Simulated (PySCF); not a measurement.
# C4H6Si: the cost of one run

Computed with PySCF 2.14.0 and routines of our own; the level stands in each step. Atoms count from 0.

## 1. The starting structure

11 atoms, charge 0, multiplicity 1; geometry from: PBE/cc-pVDZ.

## 2. Excited-state relaxation: TDA PBE/cc-pVDZ

What the job is given:

```
{"job": {"kind": "xopt", "state": "S1", "method": "TDA", "freq": false, "xc": "PBE", "basis": "cc-pVDZ", "grid": 1}, "charge": 0, "multiplicity": 1}
C     -1.161167     0.763764    -0.399822
C      0.094257     1.285388    -0.308046
Si     1.227901    -0.131852     0.222646
C     -0.200930    -1.368960     0.266934
C     -1.321559    -0.679356    -0.087493
H     -2.044741     1.357051    -0.691321
H      0.316031     2.340547    -0.518278
H      1.892700     0.084857     1.562919
H      2.300729    -0.471973    -0.786465
H     -0.215912    -2.438694     0.516321
H     -2.322387    -1.139761    -0.151139
```

Method: TDA PBE/cc-pVDZ excited-state geometry optimisation, gas phase.

Launch:

```bash
OMP_NUM_THREADS=1 python excited_run.py task.json out
```

One launch serves the whole session: the jobs run in the order shown.

**Question.** How long does this first job take on 1 thread of Arm Neoverse V1, shared host, and how much memory does it need?

About 2.1 min, with a peak of 0.51 GiB.
